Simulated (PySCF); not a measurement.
# C8H18O (5,5-dimethylhexan-1-ol): the cost of one run

Computed with PySCF 2.14.0 and routines of our own; the level stands in each step. Atoms count from 0.

## 1. The starting structure

27 atoms, charge 0, multiplicity 1; geometry from: GFN2-xTB.

## 2. Optimising the geometry at PBE0-D3(BJ)/def2-SVP

What the job is given:

```
{"job": {"xc": "PBE0", "basis": "def2-SVP", "d3": "d3bj", "grid": 2, "kind": "geom"}, "charge": 0, "multiplicity": 1}
C     -1.765295     1.087848    -1.213134
C     -1.656093     0.161385    -0.000304
C     -1.959670    -1.276901    -0.425896
C     -2.691252     0.593945     1.044695
C     -0.263301     0.262674     0.648142
C      0.919069    -0.127095    -0.237395
C      2.236894     0.009860     0.521370
C      3.435122    -0.383380    -0.342543
O      4.664875    -0.236127     0.327979
H     -1.500997     2.107353    -0.941510
H     -2.785076     1.089479    -1.591796
H     -1.109686     0.762283    -2.016270
H     -1.836845    -1.959141     0.412603
H     -1.302997    -1.595330    -1.231256
H     -2.985646    -1.353568    -0.779384
H     -2.646106    -0.050819     1.919923
H     -3.696435     0.539392     0.632355
H     -2.508936     1.617638     1.364517
H     -0.116034     1.292260     0.984038
H     -0.253055    -0.373783     1.537063
H      0.811708    -1.160139    -0.572290
H      0.953949     0.513291    -1.119454
H      2.368714     1.041307     0.855435
H      2.213552    -0.628047     1.410572
H      3.501900     0.269844    -1.215565
H      3.313013    -1.418765    -0.695803
H      4.638732    -0.759041     1.137179
```

The run is started by

```
OMP_NUM_THREADS=1 python excited_run.py task.json out
```

The driver reads the jobs from task.json and runs them one after another.

**Question.** How long does this first job take on 1 thread of AMD EPYC 9R45, shared host, and how much memory does it need?

About 55 s, with a peak of 1 GiB.
